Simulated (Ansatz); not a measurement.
# C2H3BFNO: up Jacob's ladder to CCSD(T)

Aim: compute C2H3BFNO with functionals from several rungs and with coupled cluster. The yardstick is the atomisation energy at the CCSD(T) limit.

Method: functionals in def2-TZVPP, the program's frozen cores in correlated methods; program: Ansatz 0.2.0, Gaussian basis.

Plan: PBE-D4, r2SCAN-D4, PBE0-D4, B3LYP-D4, ωB97X-V, ωB97M-V, B2PLYP; CCSD(T)/def2-TZVPP; MP2/def2-QZVPP; extrapolation to the limit.

### Step 1. The relaxed structure

All runs share one geometry, relaxed beforehand with PBE0-D4 in a triple-zeta def2 set.

SMILES `NC1=C(O)B1F`, 9 atoms, charge 0, spin multiplicity 1.

Atoms are counted from 1 here; the program's logs count them from 0.

Bond lengths: N1–C2 1.353 Å, N1–H7 1.004 Å, N1–H8 1.005 Å, C2–C3 1.371 Å, C2–B5 1.479 Å, C3–O4 1.338 Å, C3–B5 1.450 Å, O4–H9 0.963 Å, B5–F6 1.324 Å. Angles: C2–N1–H7 117.8°, C2–N1–H8 119.9°, H7–N1–H8 115.0°, N1–C2–C3 141.5°, N1–C2–B5 157.3°, C3–C2–B5 61.1°, C2–C3–O4 140.9°, C2–C3–B5 63.1°, O4–C3–B5 155.9°, C3–O4–H9 110.1°, C2–B5–C3 55.8°, C2–B5–F6 150.2°, C3–B5–F6 154.0°.

### Step 2. PBE-D4 (GGA)

Contents of in.yaml:

```yaml
crystal:
  periodic: [false, false, false]
  atoms:
    - {symbol: N, position_ang: [0.658629, -1.300339, -0.599942]}
    - {symbol: C, position_ang: [0.277552, -0.031902, -0.325022]}
    - {symbol: C, position_ang: [-0.443636, 0.699074, 0.583695]}
    - {symbol: O, position_ang: [-1.207253, 0.542085, 1.671517]}
    - {symbol: B, position_ang: [0.234036, 1.439660, -0.463310]}
    - {symbol: F, position_ang: [0.584245, 2.544704, -1.102862]}
    - {symbol: H, position_ang: [1.077289, -1.479237, -1.494881]}
    - {symbol: H, position_ang: [0.149379, -2.073089, -0.207346]}
    - {symbol: H, position_ang: [-1.241739, -0.387258, 1.920852]}
basis:
  gaussian: {orbitals: def2-TZVPP}
hamiltonian: {xc: pbe, dispersion: d4}
output: {forces: true, orbitals: {seedname: orbitals}}
```

Started as:

```sh
$ ansatz run in.yaml --threads 4 --pin off --events-out ev --progress --plain --max-ram 10444MiB
```

The runs that follow: r2SCAN-D4 (meta-GGA); PBE0-D4 (hybrid); B3LYP-D4 (hybrid); ωB97X-V (range-separated); ωB97M-V (range-separated); B2PLYP (double hybrid); CCSD(T) in def2-TZVPP; MP2 in def2-QZVPP.

Before running them: what should the planned runs give, taken together? Wanted: atomisation energy, CCSD(T)/CBS; farthest; mean size of error, hybrid; mean size of error, range-separated; gap, smallest and largest; T1 diagnostic; triples share of the correlation energy.

**Answer**, as computed:

| quantity | value |
| --- | --- |
| atomisation energy, CCSD(T)/CBS | 40.149 eV |
| functionals within 0.201 eV (0.5 %) | B2PLYP |
| farthest | PBE-D4 (+2.251 eV) |
| mean size of error, hybrid | 0.589 eV |
| mean size of error, range-separated | 0.413 eV |
| gap, smallest and largest | 4.57 eV (PBE-D4), 10.67 eV (ωB97X-V) |
| T1 diagnostic | 0.0129 |
| triples share of the correlation energy | 4.0 % |

What this shows: PBE-D4 is off by +2.251 eV. Double hybrids carry the basis error of their MP2 part in triple zeta, and no dispersion term here, so their miss is partly the set-up's. The reference freezes the cores and leaves out relativity and excitations past (T), so misses under about 0.201 eV can't be ranked. Hartree-Fock recovers 69 % of the binding; the rest is correlation. The gap grows from 4.6 to 10.7 eV across the functionals, mostly with the share of exact exchange.
